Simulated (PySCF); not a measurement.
# C11H13NOSi: NMR shifts at several levels of theory, part 2 of 2

PySCF 2.14.0. Atoms count from 0.

## (6) NMR shieldings: KT2/pcSseg-1

Job settings and geometry (Å):

```
{"job": {"kind": "nmr", "xc": "KT2", "basis": "pcSseg-1", "pop": false}, "charge": 0, "multiplicity": 1}
C     -3.182531     1.030548     1.045748
Si    -3.033561    -0.573310     0.102893
C     -3.018817    -0.363336    -1.751495
O     -1.663365    -1.468211     0.632096
C     -0.416080    -1.028208     0.489885
C      0.635441    -1.855213     0.985696
C      1.922236    -1.415079     0.848226
C      2.183786    -0.165118     0.223472
C      3.486173     0.356594     0.044279
C      3.673469     1.574856    -0.570662
C      2.559399     2.312987    -1.027003
C      1.279467     1.829585    -0.865694
C      1.057599     0.580346    -0.237406
N     -0.213619     0.126055    -0.090256
H     -2.369317     1.715737     0.768086
H     -4.148145     1.513171     0.825074
H     -3.133803     0.849269     2.130380
H     -4.134807    -1.499419     0.500323
H     -3.977600     0.058651    -2.093188
H     -2.203984     0.308892    -2.054612
H     -2.877909    -1.333789    -2.251508
H      0.382400    -2.805619     1.456618
H      2.759056    -2.016129     1.214447
H      4.341105    -0.223874     0.401588
H      4.681472     1.972769    -0.706643
H      2.716754     3.278784    -1.513430
H      0.407841     2.387861    -1.212494
```

Level: GIAO KT2/pcSseg-1 NMR shielding, non-relativistic, gas phase.

The program printed:

```text
coarse grid: 23784 points
cycle   1  E = -858.4196144853  dE =  1.969e+00  |g| = 9.650e-01  |ddm| = 5.313e+00
cycle   2  E = -858.0250370449  dE =  3.946e-01  |g| = 1.667e+00  |ddm| = 2.627e+00
cycle   3  E = -858.5998306363  dE = -5.748e-01  |g| = 3.677e-01  |ddm| = 1.945e+00
cycle   4  E = -858.6288000667  dE = -2.897e-02  |g| = 1.020e-01  |ddm| = 4.620e-01
cycle   5  E = -858.6298857489  dE = -1.086e-03  |g| = 7.250e-02  |ddm| = 1.558e-01
cycle   6  E = -858.6312100984  dE = -1.324e-03  |g| = 1.567e-02  |ddm| = 8.895e-02
cycle   7  E = -858.6312644038  dE = -5.431e-05  |g| = 8.193e-03  |ddm| = 2.640e-02
cycle   8  E = -858.6312821276  dE = -1.772e-05  |g| = 2.978e-03  |ddm| = 1.160e-02
cycle   9  E = -858.6312845586  dE = -2.431e-06  |g| = 6.944e-04  |ddm| = 4.113e-03
final grid: 227256 points
cycle  10  E = -858.6789705545  dE = -4.597e-04  |g| = 2.075e-02  |ddm| = 1.670e-01
cycle  11  E = -858.6788969205  dE =  7.363e-05  |g| = 2.577e-02  |ddm| = 4.670e-02
cycle  12  E = -858.6790537380  dE = -1.568e-04  |g| = 5.520e-03  |ddm| = 3.342e-02
cycle  13  E = -858.6790599533  dE = -6.215e-06  |g| = 2.697e-03  |ddm| = 8.828e-03
cycle  14  E = -858.6790620806  dE = -2.127e-06  |g| = 5.294e-04  |ddm| = 3.615e-03
cycle  15  E = -858.6790621492  dE = -6.857e-08  |g| = 1.508e-04  |ddm| = 6.654e-04
cycle  16  E = -858.6790621522  dE = -3.014e-09  |g| = 9.659e-05  |ddm| = 2.356e-04
cycle  17  E = -858.6790621544  dE = -2.192e-09  |g| = 2.388e-05  |ddm| = 1.129e-04
cycle  18  E = -858.6790621545  dE = -1.551e-10  |g| = 7.317e-06  |ddm| = 3.546e-05
converged SCF energy = -858.6790621545

GIAO shielding tensors (ppm)
atom      isotropic    diamagn.    paramagn.     s11        s22        s33       span
  0 C      183.098     256.153     -73.055    174.424    186.995    187.875     13.451
  1 Si     344.397     883.710    -539.314    296.231    354.856    382.104     85.873
  2 C      182.859     256.131     -73.272    174.353    186.590    187.635     13.281
  3 O      161.879     401.023    -239.144    101.270    166.408    217.960    116.690
  4 C       27.134     258.865    -231.731    -43.326     30.079     94.650    137.975
  5 C       74.296     255.362    -181.065     -5.995     71.365    157.519    163.514
  6 C       49.588     248.234    -198.645    -44.533     40.143    153.154    197.687
  7 C       64.535     262.375    -197.840      1.450      2.623    189.532    188.083
  8 C       60.842     248.084    -187.242    -29.317     54.275    157.567    186.884
  9 C       64.429     255.383    -190.953    -32.710     55.347    170.651    203.361
 10 C       58.793     254.612    -195.818    -42.836     50.032    169.184    212.020
 11 C       61.009     252.975    -191.966    -26.095     55.909    153.213    179.309
 12 C       43.507     251.176    -207.670    -24.407      2.583    152.345    176.752
 13 N       -7.429     344.931    -352.361   -188.711    -46.188    212.611    401.322
 14 H       29.669      35.892      -6.223     23.844     29.556     35.608     11.764
 15 H       31.110      27.302       3.808     27.136     27.814     38.380     11.244
 16 H       30.682      30.736      -0.054     26.523     28.464     37.058     10.534
 17 H       26.027      27.701      -1.674     22.606     24.226     31.249      8.644
 18 H       31.103      27.294       3.809     27.156     27.794     38.360     11.204
 19 H       29.625      35.873      -6.248     23.761     29.494     35.620     11.859
 20 H       30.654      30.713      -0.059     26.545     28.423     36.993     10.448
 21 H       24.475      31.339      -6.865     19.871     25.665     27.887      8.016
 22 H       23.499      32.072      -8.573     19.182     24.275     27.040      7.857
 23 H       23.743      30.576      -6.834     19.225     24.691     27.312      8.088
 24 H       23.988      27.424      -3.436     19.972     25.575     26.417      6.445
 25 H       23.726      29.473      -5.748     19.688     24.703     26.787      7.099
 26 H       23.617      34.474     -10.857     19.021     23.510     28.319      9.298
```

Wall time 3.3 min (8 threads of Intel Xeon at 2.50GHz (Skylake/Cascade Lake), shared host).

This run: δ C4 156.1, C12 139.7, C6 133.6, C10 124.4, H22 7.68, H26 7.56 ppm.

## (7) Shielding tensors: HF/pcSseg-1

The job, as its differences from that of step 6:

```diff
@@ -1,2 +1,2 @@
-{"job": {"kind": "nmr", "xc": "KT2", "basis": "pcSseg-1", "pop": false}, "charge": 0, "multiplicity": 1}
+{"job": {"kind": "nmr", "xc": "HF", "basis": "pcSseg-1", "pop": false}, "charge": 0, "multiplicity": 1}
 C     -3.182531     1.030548     1.045748
```

Level: GIAO HF/pcSseg-1 NMR shielding, non-relativistic, gas phase.

The program printed:

```text
final grid: 227256 points
cycle   1  E = -842.1415230260  dE =  3.961e+00  |g| = 7.920e-01  |ddm| = 5.039e+00
cycle   2  E = -842.3051388569  dE = -1.636e-01  |g| = 3.712e-01  |ddm| = 1.109e+00
cycle   3  E = -842.3325852618  dE = -2.745e-02  |g| = 1.244e-01  |ddm| = 4.603e-01
cycle   4  E = -842.3366789263  dE = -4.094e-03  |g| = 2.134e-02  |ddm| = 1.784e-01
cycle   5  E = -842.3368279231  dE = -1.490e-04  |g| = 7.312e-03  |ddm| = 3.131e-02
cycle   6  E = -842.3368514165  dE = -2.349e-05  |g| = 2.700e-03  |ddm| = 1.211e-02
cycle   7  E = -842.3368569962  dE = -5.580e-06  |g| = 1.185e-03  |ddm| = 5.840e-03
cycle   8  E = -842.3368580380  dE = -1.042e-06  |g| = 3.780e-04  |ddm| = 2.702e-03
cycle   9  E = -842.3368581983  dE = -1.603e-07  |g| = 1.593e-04  |ddm| = 1.053e-03
cycle  10  E = -842.3368582212  dE = -2.289e-08  |g| = 6.813e-05  |ddm| = 3.885e-04
cycle  11  E = -842.3368582274  dE = -6.212e-09  |g| = 3.522e-05  |ddm| = 1.897e-04
cycle  12  E = -842.3368582292  dE = -1.812e-09  |g| = 1.521e-05  |ddm| = 1.138e-04
cycle  13  E = -842.3368582296  dE = -3.915e-10  |g| = 5.657e-06  |ddm| = 5.751e-05
converged SCF energy = -842.3368582296

GIAO shielding tensors (ppm)
atom      isotropic    diamagn.    paramagn.     s11        s22        s33       span
  0 C      191.338     255.677     -64.339    184.504    193.832    195.680     11.176
  1 Si     385.047     876.374    -491.328    343.660    402.356    409.124     65.464
  2 C      191.159     255.644     -64.485    184.446    193.651    195.382     10.936
  3 O      210.953     403.418    -192.466    138.405    232.810    261.644    123.240
  4 C       19.556     252.984    -233.428    -88.762     31.001    116.429    205.191
  5 C       73.642     256.143    -182.501    -28.014     79.701    169.239    197.253
  6 C       38.069     252.404    -214.335    -85.787     31.078    168.915    254.702
  7 C       63.810     263.534    -199.724    -11.095      0.538    201.988    213.084
  8 C       54.406     250.948    -196.543    -59.276     50.329    172.163    231.439
  9 C       63.055     257.201    -194.146    -51.493     56.628    184.032    235.525
 10 C       51.350     256.527    -205.177    -71.946     43.356    182.641    254.587
 11 C       58.315     251.367    -193.052    -48.101     55.867    167.180    215.281
 12 C       35.034     247.496    -212.462    -56.854     -9.800    171.756    228.610
 13 N      -14.381     345.063    -359.444   -228.697    -56.885    242.439    471.135
 14 H       30.231      36.039      -5.808     23.996     29.840     36.855     12.859
 15 H       31.601      27.684       3.916     27.251     27.901     39.649     12.398
 16 H       31.217      31.079       0.139     26.514     28.799     38.339     11.825
 17 H       27.104      28.007      -0.903     23.345     25.076     32.891      9.545
 18 H       31.596      27.675       3.921     27.272     27.888     39.627     12.355
 19 H       30.180      36.023      -5.844     23.907     29.771     36.862     12.955
 20 H       31.190      31.051       0.138     26.532     28.753     38.283     11.751
 21 H       24.617      31.649      -7.031     19.184     26.088     28.581      9.396
 22 H       23.232      32.290      -9.059     18.396     23.706     27.593      9.197
 23 H       23.691      30.313      -6.622     18.436     24.856     27.780      9.344
 24 H       24.218      27.850      -3.632     19.425     25.969     27.260      7.836
 25 H       23.766      29.665      -5.899     19.207     24.765     27.325      8.119
 26 H       23.559      33.711     -10.152     17.837     23.825     29.016     11.179
```

Run time: 2.5 min. Hardware: 8 threads of Intel Xeon at 2.50GHz (Skylake/Cascade Lake), shared host.

In short: δ C4 171.3, C12 155.8, C6 152.8, C10 139.5, H22 8.45, H26 8.13 ppm.

## (8) Run by run: NMR shifts

Shifts (ppm) of some atoms, chosen among heavy atoms and hydrogens apart, with basis size and wall time:

```tsv
run	C4	C12	C6	H22	H17	O3	N13	functions	time
PBE0/pcSseg-1	166.4	150.5	145.8	8.08	5.04	163.0	289.5	310	4.3 min
PBE/pcSseg-1	163.4	147.7	142.3	7.85	5.18	180.6	290.0	310	3.5 min
wB97X-D/pcSseg-1	168.4	152.4	147.7	8.12	4.97	154.4	286.8	310	4.9 min
KT2/pcSseg-1	156.1	139.7	133.6	7.68	5.15	168.8	271.7	310	3.3 min
HF/pcSseg-1	171.3	155.8	152.8	8.45	4.58	122.4	280.1	310	2.5 min
```

## (9) Outcome

This closing draws on all 2 parts.

```
                                                               quantity                                                                    value
                                                            point group                                                                       Cs
                                   rotational constants (main isotopes)                                                     1.26, 0.38, 0.32 GHz
13C shifts against TMS (PBE0/pcSseg-1, means over atoms taken as alike)  166.4, 150.5, 145.8, 135.4, 133.2, 132.9, 128.8, 127.9, 118.8, -0.4 ppm
 1H shifts against TMS (PBE0/pcSseg-1, means over atoms taken as alike)                       8.08, 7.96, 7.80, 7.79, 7.51, 7.02, 5.04, 0.70 ppm
                                29Si shifts against TMS (PBE0/pcSseg-1)                                                                 15.2 ppm
                                 17O shifts against H2O (PBE0/pcSseg-1)                                                                163.0 ppm
                                 15N shifts against NH3 (PBE0/pcSseg-1)                                                                289.5 ppm
                                               range of the shift of O3                                                       122.4 to 180.6 ppm
```

Single values in the summary come from the first sound run of each kind (PBE0/pcSseg-1), which need not be the best level. Relaxing lowered the energy by 0.160 eV in 8 steps; the close pair that moved most is Si1–O3, from 1.664 to 1.720 Å. No frequency check was run at this level, so the end point may be a saddle. At PBE0/pcSseg-1: Shielding is most anisotropic at N13 (span 457 ppm, paramagnetic term -369 ppm). NICS(1)zz of -23 ppm above the planar ring from C4 marks a diatropic (aromatic) ring current. NICS(1)zz of -28 ppm above the planar ring from C7 marks a diatropic (aromatic) ring current. Across the 5 runs the shift of O3 moves most, between 122.4 (HF/pcSseg-1) and 180.6 ppm (PBE/pcSseg-1).
